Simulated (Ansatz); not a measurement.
# GaNH₆: vertical ionisation energy

An exercise on one series of results from a longer session: the logs are not shown, and one member is left open.

Program: Ansatz 0.2.0, Gaussian basis. Level of theory: unrestricted cation, the program's frozen cores in correlated methods. These are calculated values, not measurements.

Levels to be run: UKS PBE-D4/def2-TZVPP; UKS r2SCAN-D4/def2-TZVPP; UKS PBE0-D4/def2-TZVPP; UKS B3LYP-D4/def2-TZVPP; UKS wB97X-V/def2-TZVPP; UKS wB97M-V/def2-TZVPP; UKS B2PLYP/def2-TZVPP; UHF-CCSD(T)/def2-TZVPP; UHF-MP2/def2-QZVPP; extrapolation to the limit; then −ε(HOMO) from the neutral's earlier runs with LDA (SPW92), PBE-D4, revPBE-D4, BLYP-D4, r2SCAN-D4, B97M-V, PBE0-D4, B3LYP-D4, r2SCANh-D4, r2SCAN0-D4, HSE06-D4, BHLYP-D4, CAM-B3LYP-D4, LC-ωPBE, ωB97X-V, ωB97M-V.

## The geometry

The geometry comes from an earlier relaxation with PBE0-D4 in a triple-zeta def2 set; it is a stationary point, not always the lowest conformer.

SMILES `[NH3+][GaH3-]`, 8 atoms, charge 0, spin multiplicity 1.

Atoms are counted from 1 here; the program's logs count them from 0.

Bond lengths: N1–Ga2 2.151 Å, N1–H3 1.013 Å, N1–H4 1.013 Å, N1–H5 1.013 Å, Ga2–H6 1.582 Å, Ga2–H7 1.582 Å, Ga2–H8 1.582 Å. Angles: Ga2–N1–H3 110.7°, Ga2–N1–H4 110.7°, Ga2–N1–H5 110.7°, H3–N1–H4 108.2°, H3–N1–H5 108.2°, H4–N1–H5 108.2°, N1–Ga2–H6 98.3°, N1–Ga2–H7 98.3°, N1–Ga2–H8 98.3°, H6–Ga2–H7 118.0°, H6–Ga2–H8 118.0°, H7–Ga2–H8 118.0°.

The first run:

in.yaml reads:

```yaml
crystal:
  periodic: [false, false, false]
  atoms:
    - {symbol: N, position_ang: [-0.313318, -0.153571, -0.970204]}
    - {symbol: Ga, position_ang: [0.367156, 0.153185, 1.047535]}
    - {symbol: H, position_ang: [-0.334477, 0.723188, -1.477993]}
    - {symbol: H, position_ang: [-1.247374, -0.546623, -0.977022]}
    - {symbol: H, position_ang: [0.302322, -0.790420, -1.462549]}
    - {symbol: H, position_ang: [-0.755243, 1.164497, 1.515601]}
    - {symbol: H, position_ang: [1.800225, 0.736159, 0.718800]}
    - {symbol: H, position_ang: [0.273010, -1.343516, 1.550133]}
basis:
  gaussian: {orbitals: def2-TZVPP}
total_charge: 1
magnetization: {spin_polarized: true, initial_magnetization: 1}
hamiltonian: {xc: pbe, dispersion: d4}
```

Steps of the session up to this table: Cation, UKS PBE-D4/def2-TZVPP; Cation, UKS r2SCAN-D4/def2-TZVPP; Cation, UKS PBE0-D4/def2-TZVPP; Cation, UKS B3LYP-D4/def2-TZVPP; Cation, UKS wB97X-V/def2-TZVPP; Cation, UKS wB97M-V/def2-TZVPP; Cation, UKS B2PLYP (frozen core)/def2-TZVPP; Cation, UHF-CCSD(T)/def2-TZVPP; Cation, UHF-MP2/def2-QZVPP.

One of the session's tables, all rows but one given; the rest of the session is left out.

It belongs to the step «Ionisation energies side by side». For comparison, −ε(HOMO) of the neutral from earlier runs:

```
  functional  −ε(HOMO) (eV)
 LDA (SPW92)           6.29
      PBE-D4           6.24
   revPBE-D4           6.21
     BLYP-D4           6.15
   r2SCAN-D4           6.55
      B97M-V           6.65
     PBE0-D4           7.48
    B3LYP-D4           7.30
  r2SCANh-D4           7.01
  r2SCAN0-D4           7.69
    HSE06-D4           7.08
    BHLYP-D4           8.67
CAM-B3LYP-D4              ?
     LC-ωPBE          10.27
     ωB97X-V           9.93
     ωB97M-V           9.74
```

Estimate the missing values for CAM-B3LYP-D4.

As computed: −ε(HOMO) (eV): 8.89. In the column «−ε(HOMO) (eV)» it lies between BHLYP-D4 (8.67) and ωB97M-V (9.74).
